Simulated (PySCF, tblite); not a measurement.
# C5H12OSi2: geometry, infrared bands and NMR shifts

Wanted: the infrared bands and NMR shifts of C5H12OSi2 (`CC#C[SiH2][SiH2]OCC`), by calculation.

Computed with tblite 0.8.0 and PySCF 2.14.0, with density-fitted response routines of our own, on a single molecule in the gas phase. Atoms count from 0, in the outputs and in this text.

### 1 The starting structure

20 atoms, charge 0, multiplicity 1; geometry from: force field or distance geometry start.

Bonds of the start (Å): C0–C1 1.48, C1–C2 1.21, C2–Si3 1.82, Si3–Si4 2.23, Si4–O5 1.73, O5–C6 1.38, C6–C7 1.52, C0–H8 1.12, C0–H9 1.10, C0–H10 1.10, Si3–H11 1.46, Si3–H12 1.47, Si4–H13 1.47, Si4–H14 1.48, C6–H15 1.11, C6–H16 1.11, C7–H17 1.11, C7–H18 1.12, C7–H19 1.09.

### 2 Relaxing the molecule with GFN2-xTB

Job settings and geometry (Å):

```
{"job": {"kind": "relax", "xc": "GFN2-xTB", "basis": "xTB"}, "charge": 0, "multiplicity": 1}
C      4.770200     1.170500    -0.495900
C      3.512900     0.395500    -0.633900
C      2.489900    -0.246900    -0.728900
Si     0.918200    -1.157500    -0.887700
Si    -0.400000    -0.599200     0.823200
O     -1.709800     0.295900     0.144100
C     -2.931500    -0.299100     0.390800
C     -3.978700     0.601200    -0.248600
H      5.407500     1.024400    -1.406700
H      5.363700     0.821800     0.368500
H      4.520800     2.243000    -0.437500
H      0.208500    -0.847500    -2.126200
H      1.133200    -2.612600    -0.798200
H     -0.909600    -1.816300     1.466100
H      0.312400     0.280900     1.774200
H     -2.984600    -1.321900    -0.041700
H     -3.068400    -0.361300     1.488600
H     -3.547500     1.621400    -0.222300
H     -4.875000     0.549600     0.416900
H     -4.237400     0.268900    -1.257500
```

Command:

```sh
$ OMP_NUM_THREADS=1 python probes_run.py task.json out
```

One launch serves the whole session: the jobs run in the order shown.

**Question.** This job is followed by: GFN2-xTB harmonic vibrations, gas phase; GIAO PBE0/pcSseg-1 NMR shielding, non-relativistic, gas phase. What will the session give for the following? strongest single infrared mode (GFN2-xTB); zero-point energy (GFN2-xTB); ¹³C shifts against TMS (PBE0/pcSseg-1); ¹H shifts against TMS (PBE0/pcSseg-1, means over atoms taken as alike); ²⁹Si shifts against TMS (PBE0/pcSseg-1); ¹⁷O shifts against H2O (PBE0/pcSseg-1); surface potential, 1st and 99th percentile.

**Answer**, as computed:

```
                                                              quantity                             value
                             strongest single infrared mode (GFN2-xTB)              670 cm⁻¹, 823 km/mol
                                          zero-point energy (GFN2-xTB)                     93.0 kcal/mol
                                ¹³C shifts against TMS (PBE0/pcSseg-1)  115.1, 78.2, 65.0, 18.1, 6.2 ppm
¹H shifts against TMS (PBE0/pcSseg-1, means over atoms taken as alike)  5.26, 4.39, 3.90, 2.00, 1.27 ppm
                               ²⁹Si shifts against TMS (PBE0/pcSseg-1)                 -33.8, -106.0 ppm
                                ¹⁷O shifts against H2O (PBE0/pcSseg-1)                          18.7 ppm
                                 surface potential, 1st and 99th percentile                -1.03 V and 0.90 V
```

What this shows: The optimisation took 183 steps and gained 0.765 eV; among the close pairs (by a distance rule), Si4–O5 changed most, from 1.726 to 1.625 Å. The lowest mode is imaginary (27i cm⁻¹), so the xTB geometry is not a minimum. The strongest single mode, at 670 cm⁻¹, is carried by H12, H11, Si3, H14. Unscaled tight-binding wavenumbers are off by several per cent, some by more. Its intensities can rank the bands wrongly. At PBE0/pcSseg-1: The largest span, 289 ppm, is at C1, where the paramagnetic term is -205 ppm.
